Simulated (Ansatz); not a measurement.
## WAu in Ansatz: convergence with k mesh

WAu:

```
W Au
1.0
     0.00000    2.74798    2.74798
     2.74798    0.00000    2.74798
     2.74798    2.74798    0.00000
W Au
1 1
Direct
  0.00387 0.99702 0.99291
  0.73836 0.75130 0.75806
```

The cell was built by a generator and needn't be a form met in nature.

The cell isn't the ideal one: atoms moved at random, drawn with an rms of 0.05 Å.

- Program: Ansatz 0.2.0
- Task: convergence study
- Functional: PBE
- Potentials or basis: Ansatz PAW earlier set
- Cutoff: 880 eV
- Density cutoff: 3520 eV
- k mesh: 3 × 3 × 3
- Occupations: gaussian, width 0.05 eV
- Spin: no spin polarisation

These are the settings of the first run; the series varies k mesh, with any setting tied to it.

Hardware: 2 threads of Arm Neoverse V2, with other jobs on the host.

```
      k mesh  energy less the tightest run, at zero smearing (meV/atom)  pressure (GPa)  largest force (eV/Å)  SCF cycles  CPU time (s)  peak memory (GiB)
   3 × 3 × 3                                                      69.02           33.18                 1.366           9           5.3               0.36
   4 × 4 × 4                                                      56.04           33.67                 0.849          10            12                0.4
   5 × 5 × 5                                                     -18.29           32.83                 1.311           9            20               0.46
   6 × 6 × 6                                                      -0.65           33.32                 1.348           9            36               0.56
   8 × 8 × 8                                                       1.08           33.22                 1.343           9            83               0.89
10 × 10 × 10                                                       0.19           33.22                 1.338           8           160                1.4
12 × 12 × 12                                                      -0.36           33.23                 1.355           8           260                2.2
14 × 14 × 14                                                       0.00           33.20                 1.345           8           440                3.3
```

Against the tightest run, the energy stays within 1 meV/atom from 10 × 10 × 10 on; the pressure stays within 0.1 GPa from 8 × 8 × 8 on. Not settled before the last step: the largest force (to 0.005 eV/Å). Meshes of other sizes hit other points, so gaps and Fermi surfaces needn't settle smoothly. The tightest run that finished is the yardstick and may itself not be fully converged.

The run has no spin-orbit coupling, so splittings on Au, W are missing.
